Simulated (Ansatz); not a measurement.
**C4H9BrSi: a ladder of functionals and wavefunction methods**

An exercise on one series of results from a longer session: the logs are not shown, and one member is left open.

The runs use Ansatz 0.2.0, Gaussian basis; functionals in def2-TZVPP, the program's frozen cores in correlated methods.

Levels to be run: LDA (SPW92), PBE-D4, revPBE-D4, BLYP-D4, r2SCAN-D4, B97M-V, PBE0-D4, B3LYP-D4, r2SCANh-D4, r2SCAN0-D4, HSE06-D4, BHLYP-D4, CAM-B3LYP-D4, LC-ωPBE, ωB97X-V, ωB97M-V, B2PLYP, PBE-QIDH; CCSD(T)/def2-SVP; MP2/def2-TZVPP; MP2/def2-QZVPP.

1 further run of the same task is left out (it didn't finish).

## Structure used throughout

All runs share one geometry, relaxed beforehand with PBE0-D4 in a triple-zeta def2 set.

SMILES `C=C[SiH](Br)CC`, 15 atoms, charge 0, spin multiplicity 1.

Atoms are counted from 1 here; the program's logs count them from 0.

Bond lengths: C1–C2 1.330 Å, C1–H7 1.086 Å, C1–H8 1.086 Å, C2–Si3 1.855 Å, C2–H9 1.089 Å, Si3–Br4 2.239 Å, Si3–C5 1.867 Å, Si3–H10 1.486 Å, C5–C6 1.528 Å, C5–H11 1.095 Å, C5–H12 1.095 Å, C6–H13 1.093 Å, C6–H14 1.093 Å, C6–H15 1.092 Å. Angles: C2–C1–H7 122.2°, C2–C1–H8 122.0°, H7–C1–H8 115.8°, C1–C2–Si3 123.4°, C1–C2–H9 118.4°, Si3–C2–H9 118.2°, C2–Si3–Br4 107.9°, C2–Si3–C5 113.2°, C2–Si3–H10 110.0°, Br4–Si3–C5 109.1°, Br4–Si3–H10 105.6°, C5–Si3–H10 110.7°, Si3–C5–C6 113.3°, Si3–C5–H11 108.7°, Si3–C5–H12 107.0°, C6–C5–H11 111.2°, C6–C5–H12 110.5°, H11–C5–H12 105.8° and more.

The first run:

File in.yaml:

```yaml
crystal:
  periodic: [false, false, false]
  atoms:
    - {symbol: C, position_ang: [-1.426200, -1.406200, 0.913720]}
    - {symbol: C, position_ang: [-1.470687, -1.070041, -0.372417]}
    - {symbol: Si, position_ang: [-0.540670, 0.367370, -1.085235]}
    - {symbol: Br, position_ang: [-2.037058, 1.909990, -1.712887]}
    - {symbol: C, position_ang: [0.660057, 1.137543, 0.118536]}
    - {symbol: C, position_ang: [1.872964, 0.256006, 0.410953]}
    - {symbol: H, position_ang: [-1.985782, -2.248376, 1.310905]}
    - {symbol: H, position_ang: [-0.831437, -0.851628, 1.634062]}
    - {symbol: H, position_ang: [-2.092420, -1.663186, -1.040958]}
    - {symbol: H, position_ang: [0.155859, -0.044381, -2.331533]}
    - {symbol: H, position_ang: [0.121820, 1.388047, 1.038743]}
    - {symbol: H, position_ang: [0.975380, 2.093571, -0.311521]}
    - {symbol: H, position_ang: [2.563047, 0.749128, 1.099794]}
    - {symbol: H, position_ang: [2.428743, 0.028917, -0.502269]}
    - {symbol: H, position_ang: [1.584483, -0.697358, 0.859409]}
basis:
  gaussian: {orbitals: def2-TZVPP}
hamiltonian: {xc: lda}
output: {orbitals: {seedname: orbitals}}
```

The run is started by

```
$ ansatz run in.yaml --threads 2 --pin off --events-out ev --progress --plain --max-ram 32768MiB --backend cuda --devices 0, --max-vram 18GiB
```

Among the steps run: LDA; PBE-D4 (GGA); revPBE-D4 (GGA); BLYP-D4 (GGA); r2SCAN-D4 (meta-GGA); B97M-V (meta-GGA); B3LYP-D4 (hybrid); r2SCANh-D4 (hybrid); r2SCAN0-D4 (hybrid); HSE06-D4 (hybrid); BHLYP-D4 (hybrid); CAM-B3LYP-D4 (range-separated); LC-ωPBE (range-separated); ωB97X-V (range-separated); ωB97M-V (range-separated); B2PLYP (double hybrid); PBE-QIDH (double hybrid).

One table of the session follows, with a row left open; its other results are not shown here.

It belongs to the step «Orbital energies across the functionals». 

| functional | HOMO (eV) | gap (eV) |
| --- | --- | --- |
| LDA (SPW92) | -6.84 | 4.74 |
| PBE-D4 | -6.70 | 4.85 |
| revPBE-D4 | -6.65 | 4.90 |
| BLYP-D4 | -6.55 | 4.86 |
| r2SCAN-D4 | -7.00 | 5.34 |
| B97M-V | -7.07 | 5.47 |
| PBE0-D4 | -7.93 | 7.05 |
| B3LYP-D4 | -7.69 | 6.60 |
| r2SCANh-D4 | -7.45 | 6.15 |
| r2SCAN0-D4 | -8.12 | 7.34 |
| HSE06-D4 | ? | ? |
| BHLYP-D4 | -8.97 | 9.18 |
| CAM-B3LYP-D4 | -9.24 | 9.50 |
| LC-ωPBE | -10.62 | 12.01 |
| ωB97X-V | -10.26 | 11.57 |
| ωB97M-V | -10.13 | 11.29 |

Q: Estimate the row for HSE06-D4 from the others.

As computed: HOMO (eV): -7.53; gap (eV): 6.27. In the column «HOMO (eV)» it lies between B3LYP-D4 (-7.69) and r2SCANh-D4 (-7.45).
